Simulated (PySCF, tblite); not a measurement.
# C₁₇H₁₅O₂P: NMR shifts, part 2 of 2

tblite 0.8.0 and PySCF 2.14.0. Atoms count from 0.

### Step 5. NMR shifts: GIAO KT3/pcSseg-2

Job settings and geometry (Å):

```
{"job": {"kind": "nmr", "xc": "KT3", "basis": "pcSseg-2", "pop": false}, "charge": 0, "multiplicity": 1}
O     -1.041036    -0.721980    -2.529925
P     -0.173185    -0.691042    -1.307202
C      1.605923    -0.934126    -1.745492
C      2.611118    -0.582865    -0.721369
C      3.412158     0.510407    -0.544975
C      4.104092     0.309838     0.690056
C      3.668340    -0.887123     1.171931
O      2.766562    -1.430317     0.324695
C     -0.596683    -1.918488    -0.034109
C      0.131825    -3.093312     0.174796
C     -0.304417    -4.033191     1.107033
C     -1.471908    -3.808086     1.833005
C     -2.207038    -2.640489     1.626592
C     -1.772718    -1.701060     0.696971
C     -0.235207     0.905830    -0.446483
C      0.352517     1.117545     0.806381
C      0.296269     2.379743     1.390244
C     -0.349303     3.428059     0.731969
C     -0.943410     3.215011    -0.511135
C     -0.886856     1.953458    -1.102497
H      1.714579    -1.969504    -2.107158
H      1.726279    -0.280688    -2.621877
H      3.486290     1.362812    -1.216164
H      4.831953     0.970102     1.156245
H      3.904722    -1.470102     2.057940
H      1.056015    -3.278501    -0.374227
H      0.274201    -4.945965     1.267170
H     -1.811382    -4.545546     2.564382
H     -3.123811    -2.461359     2.193112
H     -2.349610    -0.786282     0.535672
H      0.848644     0.295972     1.330022
H      0.758649     2.546747     2.365902
H     -0.392837     4.416824     1.195464
H     -1.455508     4.034014    -1.021904
H     -1.347787     1.754522    -2.073879
```

Level: GIAO KT3/pcSseg-2 NMR shielding, non-relativistic, gas phase.

What it wrote:

```text
nearly dependent basis: matrix products in double precision
start: PBE on a coarse grid of 29794 points
cycle   1  E = -1147.4317243861  dE =  3.155e+00  |g| = 1.335e+00  |ddm| = 4.981e+00
cycle   2  E = -1144.7929469969  dE =  2.639e+00  |g| = 3.414e+00  |ddm| = 1.628e+01
cycle   3  E = -1147.5922715562  dE = -2.799e+00  |g| = 9.483e-01  |ddm| = 1.592e+01
cycle   4  E = -1147.8050768558  dE = -2.128e-01  |g| = 2.036e-01  |ddm| = 1.577e+00
cycle   5  E = -1147.8022774454  dE =  2.799e-03  |g| = 2.180e-01  |ddm| = 4.597e-01
cycle   6  E = -1147.8135909286  dE = -1.131e-02  |g| = 6.158e-02  |ddm| = 2.397e-01
cycle   7  E = -1147.8144039391  dE = -8.130e-04  |g| = 2.685e-02  |ddm| = 1.041e-01
cycle   8  E = -1147.8145814389  dE = -1.775e-04  |g| = 9.695e-03  |ddm| = 4.219e-02
final grid: 272687 points
cycle   9  E = -1164.4240152820  dE = -7.065e-02  |g| = 2.412e-01  |ddm| = 6.799e+00
cycle  10  E = -1164.3805881159  dE =  4.343e-02  |g| = 5.109e-01  |ddm| = 1.142e+00
cycle  11  E = -1164.4295320805  dE = -4.894e-02  |g| = 1.084e-01  |ddm| = 1.015e+00
cycle  12  E = -1164.4313090567  dE = -1.777e-03  |g| = 4.679e-02  |ddm| = 2.035e-01
cycle  13  E = -1164.4317706151  dE = -4.616e-04  |g| = 1.101e-02  |ddm| = 6.139e-02
cycle  14  E = -1164.4317964413  dE = -2.583e-05  |g| = 5.000e-03  |ddm| = 1.498e-02
cycle  15  E = -1164.4318025986  dE = -6.157e-06  |g| = 1.620e-03  |ddm| = 6.616e-03
cycle  16  E = -1164.4318032888  dE = -6.903e-07  |g| = 5.362e-04  |ddm| = 2.790e-03
cycle  17  E = -1164.4318033647  dE = -7.585e-08  |g| = 1.583e-04  |ddm| = 6.845e-04
cycle  18  E = -1164.4318033707  dE = -6.043e-09  |g| = 3.893e-05  |ddm| = 2.443e-04
converged SCF energy = -1164.4318033707

GIAO shielding tensors (ppm)
atom      isotropic    diamagn.    paramagn.     s11        s22        s33       span
  0 O      193.863     396.122    -202.258     79.590    226.332    275.669    196.079
  1 P      311.686     973.197    -661.511    237.474    238.612    458.973    221.499
  2 C      147.192     253.087    -105.895    118.873    149.094    173.608     54.734
  3 C       36.017     270.310    -234.293    -31.149     40.306     98.895    130.044
  4 C       72.198     266.637    -194.439     -6.492     70.951    152.134    158.626
  5 C       72.128     261.546    -189.418     -7.493     68.385    155.492    162.985
  6 C       44.212     262.296    -218.084    -27.376     56.243    103.769    131.145
  7 O       25.655     406.185    -380.530   -106.443    -44.254    227.661    334.104
  8 C       46.019     272.042    -226.023    -32.963      6.434    164.585    197.548
  9 C       51.392     263.117    -211.725    -51.534     34.339    171.372    222.906
 10 C       56.658     257.116    -200.458    -46.192     47.627    168.540    214.731
 11 C       52.954     257.541    -204.587    -50.574     40.598    168.838    219.411
 12 C       55.304     260.045    -204.741    -48.766     46.005    168.674    217.439
 13 C       49.072     266.254    -217.182    -54.672     31.132    170.756    225.428
 14 C       50.145     277.780    -227.635    -36.341     24.636    162.140    198.482
 15 C       51.121     274.215    -223.094    -51.320     31.369    173.313    224.633
 16 C       57.728     264.398    -206.670    -45.389     49.484    169.089    214.478
 17 C       52.994     260.231    -207.238    -50.959     41.401    168.539    219.497
 18 C       55.956     260.764    -204.809    -47.193     46.034    169.026    216.219
 19 C       49.611     264.653    -215.042    -60.999     30.743    179.088    240.087
 20 H       27.074      31.359      -4.284     24.580     25.978     30.666      6.086
 21 H       28.279      33.265      -4.987     25.003     27.749     32.083      7.080
 22 H       25.769      35.118      -9.349     23.811     24.409     29.086      5.275
 23 H       25.146      26.923      -1.777     23.427     24.874     27.136      3.709
 24 H       23.997      31.883      -7.887     20.890     24.371     26.729      5.839
 25 H       22.952      36.526     -13.574     19.158     20.823     28.875      9.717
 26 H       23.881      25.101      -1.220     20.677     23.765     27.201      6.525
 27 H       23.968      22.489       1.479     20.807     24.660     26.436      5.630
 28 H       24.144      29.930      -5.786     20.615     24.151     27.666      7.051
 29 H       24.143      41.944     -17.801     19.991     21.292     31.146     11.154
 30 H       25.865      49.131     -23.266     20.946     25.766     30.884      9.938
 31 H       24.584      35.238     -10.654     21.231     23.787     28.735      7.504
 32 H       24.079      27.111      -3.033     20.859     24.748     26.629      5.770
 33 H       23.892      28.176      -4.284     20.548     24.407     26.722      6.174
 34 H       22.907      37.040     -14.133     19.032     20.583     29.106     10.075
```

Wall time 72 s (4 threads of Arm Neoverse V1, shared host); peak memory 2.9 GiB.

### Step 6. NMR shifts: GIAO PBE0/pcSseg-1 in chloroform

Settings changed since step 5:

```diff
@@ -1,2 +1,2 @@
-{"job": {"kind": "nmr", "xc": "KT3", "basis": "pcSseg-2", "pop": false}, "charge": 0, "multiplicity": 1}
+{"job": {"kind": "nmr", "xc": "PBE0", "basis": "pcSseg-1", "pop": false, "solvent": "chloroform"}, "charge": 0, "multiplicity": 1}
 O     -1.041036    -0.721980    -2.529925
```

With the program's defaults for keys left out, this is: GIAO PBE0/pcSseg-1 NMR shielding, non-relativistic, IEF-PCM chloroform.

What it wrote:

```text
start: PBE on a coarse grid of 29794 points
cycle   1  E = -1146.8852160772  dE =  3.183e+00  |g| = 1.259e+00  |ddm| = 6.253e+00
cycle   2  E = -1145.2377028925  dE =  1.648e+00  |g| = 2.919e+00  |ddm| = 6.525e+00
cycle   3  E = -1147.0968327088  dE = -1.859e+00  |g| = 7.262e-01  |ddm| = 6.068e+00
cycle   4  E = -1147.2177606702  dE = -1.209e-01  |g| = 1.562e-01  |ddm| = 1.003e+00
cycle   5  E = -1147.2166848519  dE =  1.076e-03  |g| = 1.645e-01  |ddm| = 2.942e-01
cycle   6  E = -1147.2234305773  dE = -6.746e-03  |g| = 3.279e-02  |ddm| = 1.756e-01
cycle   7  E = -1147.2236734518  dE = -2.429e-04  |g| = 1.410e-02  |ddm| = 5.242e-02
cycle   8  E = -1147.2237217432  dE = -4.829e-05  |g| = 3.951e-03  |ddm| = 1.736e-02
final grid: 272687 points
cycle   9  E = -1147.4854644020  dE = -1.166e-02  |g| = 7.609e-02  |ddm| = 6.370e-01
cycle  10  E = -1147.4836476861  dE =  1.817e-03  |g| = 1.253e-01  |ddm| = 2.230e-01
cycle  11  E = -1147.4867019202  dE = -3.054e-03  |g| = 1.764e-02  |ddm| = 1.556e-01
cycle  12  E = -1147.4867624250  dE = -6.050e-05  |g| = 4.973e-03  |ddm| = 2.214e-02
cycle  13  E = -1147.4867684629  dE = -6.038e-06  |g| = 1.956e-03  |ddm| = 6.137e-03
cycle  14  E = -1147.4867663832  dE =  2.080e-06  |g| = 6.049e-04  |ddm| = 2.688e-03
cycle  15  E = -1147.4867685484  dE = -2.165e-06  |g| = 1.787e-04  |ddm| = 6.682e-04
cycle  16  E = -1147.4867657212  dE =  2.827e-06  |g| = 4.746e-05  |ddm| = 2.012e-04
converged SCF energy = -1147.4867657212

GIAO shielding tensors (ppm)
atom      isotropic    diamagn.    paramagn.     s11        s22        s33       span
  0 O      224.324     395.972    -171.648    115.716    258.671    298.585    182.869
  1 P      299.273     968.459    -669.186    231.509    235.416    430.895    199.387
  2 C      151.891     259.151    -107.260    123.089    155.116    177.469     54.380
  3 C       33.505     259.198    -225.694    -43.837     41.327    103.024    146.861
  4 C       66.642     254.841    -188.199    -20.013     64.000    155.939    175.952
  5 C       67.388     260.036    -192.648    -19.183     61.654    159.691    178.874
  6 C       37.870     251.586    -213.716    -41.833     48.192    107.251    149.084
  7 O       22.527     401.664    -379.137   -112.605    -56.868    237.053    349.659
  8 C       44.251     272.630    -228.379    -42.741      4.731    170.763    213.504
  9 C       45.892     250.511    -204.619    -64.246     22.993    178.930    243.176
 10 C       51.357     253.532    -202.174    -58.672     35.563    177.181    235.853
 11 C       46.317     255.149    -208.831    -64.687     26.437    177.202    241.889
 12 C       50.097     254.417    -204.320    -61.077     34.148    177.220    238.297
 13 C       44.307     252.591    -208.284    -67.173     21.949    178.145    245.318
 14 C       47.187     273.033    -225.846    -46.584     20.469    167.676    214.261
 15 C       46.370     256.843    -210.473    -63.321     21.549    180.881    244.202
 16 C       52.265     256.078    -203.813    -58.118     37.235    177.677    235.795
 17 C       46.664     256.314    -209.650    -64.507     27.723    176.776    241.282
 18 C       50.934     256.007    -205.073    -58.890     33.998    177.693    236.583
 19 C       45.455     251.090    -205.635    -72.789     24.089    185.065    257.854
 20 H       26.994      31.247      -4.253     24.085     25.419     31.477      7.392
 21 H       28.075      32.761      -4.686     24.144     27.125     32.955      8.811
 22 H       25.368      33.467      -8.099     23.422     23.646     29.036      5.615
 23 H       24.758      30.348      -5.591     22.714     24.289     27.271      4.557
 24 H       23.828      29.944      -6.116     20.240     24.370     26.875      6.636
 25 H       22.628      33.634     -11.006     18.732     20.501     28.651      9.919
 26 H       23.382      28.317      -4.934     19.841     23.561     26.745      6.904
 27 H       23.446      27.309      -3.863     20.009     24.576     25.753      5.744
 28 H       23.658      30.340      -6.681     19.786     23.915     27.275      7.489
 29 H       23.847      34.667     -10.819     19.248     21.245     31.049     11.800
 30 H       25.763      38.506     -12.743     20.931     25.460     30.898      9.968
 31 H       24.095      32.878      -8.784     20.364     23.538     28.383      8.019
 32 H       23.574      29.494      -5.920     20.067     24.626     26.029      5.962
 33 H       23.423      29.801      -6.378     19.700     24.282     26.287      6.587
 34 H       22.716      34.575     -11.859     18.263     20.605     29.280     11.017
```

Run time: 30 s. Hardware: 4 threads of Arm Neoverse V1, shared host; peak memory 2.5 GiB.

### Step 7. Summary of results

What follows sums up all 2 parts.

| quantity | value |
| --- | --- |
| point group | C1 |
| rotational constants (main isotopes) | 0.39, 0.31, 0.23 GHz |
| ¹³C shifts against TMS (PBE0/pcSseg-2, means over atoms taken as alike) | 157.0, 148.4, 144.8, 143.5, 140.8, 136.4, 120.1, 119.6, 34.1 ppm |
| ¹H shifts against TMS (PBE0/pcSseg-2, means over atoms taken as alike) | 7.69, 7.66, 7.53, 7.36, 6.37, 5.72, 3.65 ppm |
| ¹⁷O shifts against H2O (PBE0/pcSseg-2) | 310.1, 119.5 ppm |
| ³¹P shifts against H3PO4 (PBE0/pcSseg-2) | 12.7 ppm |
| measured, and computed on the same scale | P1 δ 28.5, 12.7 ppm |

**Reading.** The optimisation took 10 steps and gained 0.156 eV; among the close pairs (by a distance rule), O0–P1 changed most, from 1.469 to 1.500 Å (PBE0/def2-SVP). No frequency check was run at this level, so the end point may be a saddle. At PBE0/pcSseg-2: The widest tensor belongs to O7: span 355 ppm, with a paramagnetic part of -384 ppm. The one measured ³¹P shift is missed by -15.8 ppm (computed less measured, unscaled). Vibration, temperature and solvent are missing from the calculation, and it holds one conformer, so part of the miss against the measured shifts is not the functional's. NICS(1)zz of -28 ppm above the planar ring from C3 marks a diatropic (aromatic) ring current. NICS(1)zz of -28 ppm above the planar ring from C8 marks a diatropic (aromatic) ring current.
